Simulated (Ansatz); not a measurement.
**InPH4O (SMILES O[PH][InH2]) at 5 levels**

Aim: a comparison of 5 runs (B2PLYP/def2-SVPD, B3LYP/def2-SVPD, BLYP/def2-SVPD, PBE0/def2-SVPD, RPA@PBE/def2-SVPD) of InPH4O. 

Program for the calculation: Ansatz 0.2.0.

53 further runs of the same task are left out: 53 set aside as unsound or not needed. Runs told in other sessions of the task aren't counted.

### 1 Starting point

The species is InPH4O (7 atoms), meant as a singlet with charge 0. SMILES: `O[PH][InH2]`. One bond was lengthened or shortened from a relaxed shape.

Bond lengths: O1–P2 1.670 Å, P2–In3 2.503 Å, O1–H4 1.105 Å, P2–H5 1.430 Å, In3–H6 1.723 Å, In3–H7 1.728 Å. Angles: O1–P2–In3 100.9°, O1–P2–H5 100.1°, In3–P2–H5 92.3°, P2–O1–H4 109.0°, P2–In3–H6 120.5°, P2–In3–H7 117.4°, H6–In3–H7 122.0°.

### 2 The energy at B2PLYP/def2-SVPD (core potential) (run 1)

The input, job.yaml:

```yaml
crystal:
  periodic: [false, false, false]
  atoms:
    - {symbol: O, position_ang: [-1.725990, 0.122157, 0.157391]}
    - {symbol: P, position_ang: [-0.504290, -0.394743, -0.857309]}
    - {symbol: In, position_ang: [1.515410, 0.341157, 0.424091]}
    - {symbol: H, position_ang: [-2.634300, 0.311800, -0.441900]}
    - {symbol: H, position_ang: [-0.365190, -1.746843, -0.414009]}
    - {symbol: H, position_ang: [1.396710, 1.598457, 1.596191]}
    - {symbol: H, position_ang: [3.028610, -0.380443, 0.004691]}
basis:
  gaussian: {orbitals: def2-SVPD}
hamiltonian: {xc: {name: B2PLYP}}
correlation: {frozen_orbitals: {H: 0, In: 4, O: 1, P: 5}}
accuracy: high
output: {orbitals: {seedname: orbitals}}
```

Launch:

```bash
$ ansatz run job.yaml --threads 1 --pin off --max-ram 3480MiB --events-out events.jsonl --progress --plain --runs-dir runs
```

The log of the run:

```text
Warning: RAYON_NUM_THREADS=1 ignored (pool sized by the plan → 1); use --threads N
Functional definition: B2PLYP
  name "B2PLYP"
  parameter a = 0.53
  parameter c = 0.27
  exchange = (1 - a)*b88_x + a*exact_x
  correlation = (1 - c)*lyp_c + c*(mp2_os + mp2_ss)
2379 factors; integrals over basis functions are off by at most 3.2e-9 eV
mean field evaluation 1: about -16549.5915 eV, gradient 3.9e1 eV
mean field evaluation 2: about -16549.7476 eV, gradient 3.9e1 eV
mean field evaluation 4: about -16552.6420 eV, gradient 3.0e0 eV
mean field evaluation 8: about -16552.6731 eV, gradient 1.8e-1 eV
mean field evaluation 16: about -16552.6732 eV, gradient 1.8e-4 eV
mean field -16552.67323507 eV, -608.2995215839 hartree, gradient 4.9e-8 eV, S^2 0.000000; 0 other end points of the search recorded, 0 dependent functions left out
10 core orbitals not correlated: weight in the atoms' cores, before any rotation towards them, 1.000 or more for the frozen orbitals, at most 0.000 for the correlated occupied ones
reference -16552.67326200 eV, -608.2995225736 hartree; 14, 14 occupied and 87, 87 virtual orbitals, 2379 factors
second order -14.68764485 eV of doubles, -0.00000000 eV of singles
Total energy: -16556.63892611 eV, -608.4452580417 hartree
```

It took 20 s on 1 thread of Arm Neoverse V1, shared host; peak memory 0.42 GiB.

### 3 A single-point energy at B3LYP/def2-SVPD (core potential) (run 2)

Edit job.yaml of step 2 so:

```diff
@@ -11,6 +11,7 @@
 basis:
-  gaussian: {orbitals: def2-SVPD}
-hamiltonian: {xc: {name: B2PLYP}}
-correlation: {frozen_orbitals: {H: 0, In: 4, O: 1, P: 5}}
+  gaussian:
+    orbitals: def2-SVPD
+hamiltonian:
+  xc: {name: B3LYP}
+output: {orbitals: {seedname: orbitals}}
 accuracy: high
-output: {orbitals: {seedname: orbitals}}
```

Launch:

```bash
$ ansatz run job.yaml --threads 1 --pin off --max-ram 3480MiB --events-out events.jsonl --progress --plain --runs-dir runs
```

The log of the run:

```text
Warning: RAYON_NUM_THREADS=1 ignored (pool sized by the plan → 1); use --threads N
Functional definition: B3LYP
  name "B3LYP"
  parameter a0 = 0.2
  parameter ax = 0.72
  parameter ac = 0.81
  exchange = (1 - a0 - ax)*slater_x + ax*b88_x + a0*exact_x
  correlation = (1 - ac)*vwn_rpa_c + ac*lyp_c
2379 factors; integrals over basis functions are off by at most 3.2e-9 eV
mean field evaluation 1: about -16567.3072 eV, gradient 4.9e1 eV
mean field evaluation 2: about -16548.7744 eV, gradient 1.1e2 eV
mean field evaluation 4: about -16571.9206 eV, gradient 2.9e0 eV
mean field evaluation 8: about -16572.0108 eV, gradient 2.7e-1 eV
mean field evaluation 16: about -16572.0110 eV, gradient 4.6e-5 eV
mean field -16572.01102434 eV, -609.0101722319 hartree, gradient 1.5e-8 eV, S^2 0.000000; 0 other end points of the search recorded, 0 dependent functions left out
reference -16572.01106645 eV, -609.0101737797 hartree; 24, 24 occupied and 87, 87 virtual orbitals, 2379 factors
Total energy: -16572.01106645 eV, -609.0101737797 hartree
```

Wall time 14 s (1 thread of Arm Neoverse V1, shared host); peak memory 0.42 GiB.

### 4 A single-point energy at BLYP/def2-SVPD (core potential) (run 3)

The input, run.yaml:

```yaml
crystal:
  periodic: [false, false, false]
  atoms:
    - {symbol: O, position_ang: [-1.725990, 0.122157, 0.157391]}
    - {symbol: P, position_ang: [-0.504290, -0.394743, -0.857309]}
    - {symbol: In, position_ang: [1.515410, 0.341157, 0.424091]}
    - {symbol: H, position_ang: [-2.634300, 0.311800, -0.441900]}
    - {symbol: H, position_ang: [-0.365190, -1.746843, -0.414009]}
    - {symbol: H, position_ang: [1.396710, 1.598457, 1.596191]}
    - {symbol: H, position_ang: [3.028610, -0.380443, 0.004691]}
basis:
  gaussian:
    orbitals: def2-SVPD
hamiltonian:
  xc: {name: BLYP}
accuracy: high
output: {orbitals: {seedname: orbitals}}
```

Launch:

```bash
$ ansatz run run.yaml --threads 1 --pin off --max-ram 3480MiB --events-out events.jsonl --progress --plain --runs-dir runs
```

The log of the run:

```text
Warning: RAYON_NUM_THREADS=1 ignored (pool sized by the plan → 1); use --threads N
Functional definition: BLYP
  name "BLYP"
  parameter beta = 0.0042
  parameter a = 0.04918
  parameter b = 0.132
  parameter c = 0.2533
  parameter d = 0.349
  exchange = b88_x(beta = beta)
  correlation = lyp_c(a = a, b = b, c = c, d = d)
2379 factors; integrals over basis functions are off by at most 3.2e-9 eV
mean field evaluation 1: about -16561.2302 eV, gradient 5.8e1 eV
mean field evaluation 2: about -16462.8214 eV, gradient 1.7e2 eV
mean field evaluation 4: about -16567.1248 eV, gradient 1.3e1 eV
mean field evaluation 8: about -16567.8211 eV, gradient 4.6e-1 eV
mean field evaluation 16: about -16567.8219 eV, gradient 8.8e-5 eV
mean field -16567.82190217 eV, -608.8562248318 hartree, gradient 2.4e-8 eV, S^2 0.000000; 0 other end points of the search recorded, 0 dependent functions left out
reference -16567.82195859 eV, -608.8562269052 hartree; 24, 24 occupied and 87, 87 virtual orbitals, 2379 factors
Total energy: -16567.82195859 eV, -608.8562269052 hartree
```

Wall time 12 s (1 thread of Arm Neoverse V1, shared host); peak memory 0.33 GiB.

Run 4 isn't shown in full; the table further down has it.

### 5 The energy at RPA@PBE/def2-SVPD (core potential) (run 5)

The input, in.yaml:

```yaml
crystal:
  periodic: [false, false, false]
  atoms:
    - {symbol: O, position_ang: [-1.725990, 0.122157, 0.157391]}
    - {symbol: P, position_ang: [-0.504290, -0.394743, -0.857309]}
    - {symbol: In, position_ang: [1.515410, 0.341157, 0.424091]}
    - {symbol: H, position_ang: [-2.634300, 0.311800, -0.441900]}
    - {symbol: H, position_ang: [-0.365190, -1.746843, -0.414009]}
    - {symbol: H, position_ang: [1.396710, 1.598457, 1.596191]}
    - {symbol: H, position_ang: [3.028610, -0.380443, 0.004691]}
basis:
  gaussian:
    orbitals: def2-SVPD
total_charge: 0
hamiltonian:
  xc: pbe
correlation:
  method: rpa
  frozen_orbitals: {H: 0, In: 4, O: 1, P: 5}
accuracy: high
```

Launch:

```bash
$ ansatz run in.yaml --threads 1 --pin off --max-ram 3480MiB --events-out events.jsonl --progress --plain --runs-dir runs
```

The log of the run:

```text
Warning: RAYON_NUM_THREADS=1 ignored (pool sized by the plan → 1); use --threads N
Functional definition: PBE
  name "PBE"
  parameter kappa = 0.804
  parameter beta = 0.06672455060314922
  exchange = pbe_x(kappa = kappa, mu = beta*pi^2/3)
  correlation = pbe_c(beta = beta)
2379 factors; integrals over basis functions are off by at most 3.2e-9 eV
mean field evaluation 1: about -16557.2096 eV, gradient 5.4e1 eV
mean field evaluation 2: about -16557.2042 eV, gradient 5.4e1 eV
mean field evaluation 4: about -16560.7233 eV, gradient 2.4e1 eV
mean field evaluation 8: about -16563.0599 eV, gradient 4.1e-1 eV
mean field evaluation 16: about -16563.0597 eV, gradient 1.0e-4 eV
mean field -16563.05971221 eV, -608.6812175788 hartree, gradient 8.3e-9 eV, S^2 0.000000; 0 other end points of the search recorded, 0 dependent functions left out
10 core orbitals not correlated: weight in the atoms' cores, before any rotation towards them, 1.000 or more for the frozen orbitals, at most 0.000 for the correlated occupied ones
reference -16514.31471965 eV, -606.8898721424 hartree; 14, 14 occupied and 87, 87 virtual orbitals, 2379 factors
Total energy: -16534.27618463 eV, -607.6234424503 hartree
```

Wall time 23 s (1 thread of Arm Neoverse V1, shared host); peak memory 0.59 GiB.

### 6 All runs side by side

| run | level | frozen core orbitals | energy (Eh) | HOMO energy (eV) | LUMO energy (eV) | HOMO–LUMO gap (eV) | wall time |
| --- | --- | --- | --- | --- | --- | --- | --- |
| 1 | B2PLYP/def2-SVPD (core potential) | 10 | -608.445258 | -7.33 | -0.89 | 6.44 | 20 s |
| 2 | B3LYP/def2-SVPD (core potential) | – | -609.010174 | -6.33 | -2.07 | 4.26 | 14 s |
| 3 | BLYP/def2-SVPD (core potential) | – | -608.856227 | -5.38 | -2.49 | 2.89 | 12 s |
| 4 | PBE0/def2-SVPD (core potential) | – | -608.708167 | -6.51 | -1.80 | 4.71 | 14 s |
| 5 | RPA@PBE/def2-SVPD (core potential) | 10 | -607.623442 | – | – | – | 23 s |

### 7 Results

| quantity | value |
| --- | --- |
| run 5: total energy | -607.62344 Eh |
| run 5: RPA correlation energy (valence) | -733.6 mEh |

**Reading.** Over runs 1, 2, 3, 4 the HOMO–LUMO gap runs from 2.89 eV (BLYP/def2-SVPD) to 6.44 eV (B2PLYP/def2-SVPD). A double hybrid's value is that of its SCF part. Totals of different functionals can't be ranked against each other. All runs together took 82 s, the longest 23 s.
